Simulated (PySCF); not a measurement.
**Al⁺ with other numerical set-ups**

The method stays; parts of the set-up, such as the basis or the Hamiltonian, are changed.

The runs use PySCF 2.14.0; each script names its method and basis.

### 1 The atom

Al⁺: 1 atom, charge 1, spin multiplicity 1.

### 2 The run that the others are compared with

The input, input.py:

```python
from pyscf import gto, scf, cc

mol = gto.M(
    atom='Al 0 0 0',
    basis='cc-pcvtz',
    charge=1,
    spin=0,
    symmetry=True,
    verbose=4,
)
mf = scf.RHF(mol)
mf.kernel()
mycc = cc.CCSD(mf, frozen=5)
mycc.kernel()
e = mycc.eeccsd(nroots=6)[0]
print('roots (eV) =', (e*27.211386).round(3))
mf.dip_moment()
print('orbital energies (hartree):', mf.mo_energy[..., max(0, mol.nelec[1]-3):mol.nelec[0]+3].round(4))
```

The run is started by

```console
$ OMP_NUM_THREADS=1 python input.py
```

Its log is not repeated here.

In short: E(SCF) = -241.673444 Eh, 6 cycles, E(CCSD) − E(SCF) = -0.03974 Eh, excitation roots 4.517, 4.517, 4.517, 4.517, 4.517 eV.

### 3 Density fitting cc-pvdz-jkfit

Variant 1 changes density fitting: none → cc-pvdz-jkfit.

The input, input.py:

```python
from pyscf import gto, scf, cc

mol = gto.M(
    atom='Al 0 0 0',
    basis='cc-pcvtz',
    charge=1,
    spin=0,
    symmetry=True,
    verbose=4,
)
mf = scf.RHF(mol)
mf = mf.density_fit(auxbasis='cc-pvdz-jkfit')
mf.kernel()
mycc = cc.CCSD(mf, frozen=5)
mycc.kernel()
e = mycc.eeccsd(nroots=6)[0]
print('roots (eV) =', (e*27.211386).round(3))
mf.dip_moment()
print('orbital energies (hartree):', mf.mo_energy[..., max(0, mol.nelec[1]-3):mol.nelec[0]+3].round(4))
```

The run is started by

```console
$ OMP_NUM_THREADS=1 python input.py
```

### 4 Cartesian functions on

Variant 2 changes Cartesian functions: off → on.

Changes to input.py since step 2:

```diff
@@ -8,2 +8,3 @@
     symmetry=True,
+    cart=True,
     verbose=4,
```

### 5 Jorge-dzp-dkh (X2C on)

Variant 3 changes basis set: cc-pcvtz → jorge-dzp-dkh; spin-free X2C: off → on.

Changes to input.py since step 2:

```diff
@@ -4,3 +4,3 @@
     atom='Al 0 0 0',
-    basis='cc-pcvtz',
+    basis='jorge-dzp-dkh',
     charge=1,
@@ -11,2 +11,3 @@
 mf = scf.RHF(mol)
+mf = mf.sfx2c1e()
 mf.kernel()
```

**Question.** What will these runs give? Wanted: for each run, E(SCF); from base; gap; after the SCF.

The runs gave:

```csv
run,E(SCF) (hartree),from base (eV),cycles,gap (eV),functions,after the SCF
base,-241.673444,0,6,12.46,59,"CCSD correlation -1.081 eV, core frozen, first root 4.52 eV"
density fitting cc-pvdz-jkfit,-241.673445,0.0000,6,12.46,59,"CCSD correlation -1.088 eV, core frozen, first root 4.53 eV"
Cartesian functions on,-241.673530,-0.0023,6,12.45,69,"CCSD correlation -1.092 eV, core frozen, first root 4.53 eV"
jorge-dzp-dkh (X2C on),-242.101832,not comparable,6,12.47,24,"CCSD correlation -1.048 eV, core frozen, first root 4.52 eV"
```

The SCF energy stays the same, to the digits that matter, with density fitting cc-pvdz-jkfit. The dearest run is “density fitting cc-pvdz-jkfit”, at 7.9 s against 2.1 s.
